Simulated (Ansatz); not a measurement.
# CH5NSSi: the cost of one run

Computed with Ansatz 0.2.0, Gaussian basis. Level: PBE/def2-SVP.

## (1) Structure used throughout

The geometry comes from an earlier relaxation with PBE0-D4 in a triple-zeta def2 set; it is a stationary point, not always the lowest conformer.

SMILES `[SiH3]/N=C\S`, 9 atoms, charge 0, spin multiplicity 1.

Atoms are counted from 1 here; the program's logs count them from 0.

Bond lengths: Si1–N2 1.723 Å, Si1–H5 1.483 Å, Si1–H6 1.497 Å, Si1–H7 1.483 Å, N2–C3 1.252 Å, C3–S4 1.769 Å, C3–H8 1.097 Å, S4–H9 1.345 Å. Angles: N2–Si1–H5 107.6°, N2–Si1–H6 115.1°, N2–Si1–H7 107.6°, H5–Si1–H6 108.2°, H5–Si1–H7 110.2°, H6–Si1–H7 108.2°, Si1–N2–C3 134.8°, N2–C3–S4 130.8°, N2–C3–H8 120.6°, S4–C3–H8 108.6°, C3–S4–H9 96.7°.

## (2) The run

File in.yaml:

```yaml
crystal:
  periodic: [false, false, false]
  atoms:
    - {symbol: Si, position_ang: [-0.109109, 1.070209, -0.805229]}
    - {symbol: N, position_ang: [0.140951, -0.633166, -0.725478]}
    - {symbol: C, position_ang: [0.218094, -1.470054, 0.202054]}
    - {symbol: S, position_ang: [0.096359, -1.266652, 1.955439]}
    - {symbol: H, position_ang: [-1.319492, 1.307566, -1.628173]}
    - {symbol: H, position_ang: [-0.303219, 1.746822, 0.515488]}
    - {symbol: H, position_ang: [1.079561, 1.667602, -1.460409]}
    - {symbol: H, position_ang: [0.389351, -2.531359, -0.015751]}
    - {symbol: H, position_ang: [-0.103895, 0.062831, 1.944956]}
basis:
  gaussian: {orbitals: def2-SVP}
hamiltonian: {xc: {name: PBE}}
md: {timestep: 2 fs, n_steps: 50, ensemble: nve, temperature: 700, initial_velocities: maxwell_boltzmann, seed: 175}
```

Launch:

```sh
$ ansatz run in.yaml --threads 2 --pin off --events-out ev --progress --plain --max-ram 4352MiB
```

Q: Estimate wall time and peak memory on 2 threads of Arm Neoverse V2, shared host.

About 56 s, with a peak of 0.42 GiB.
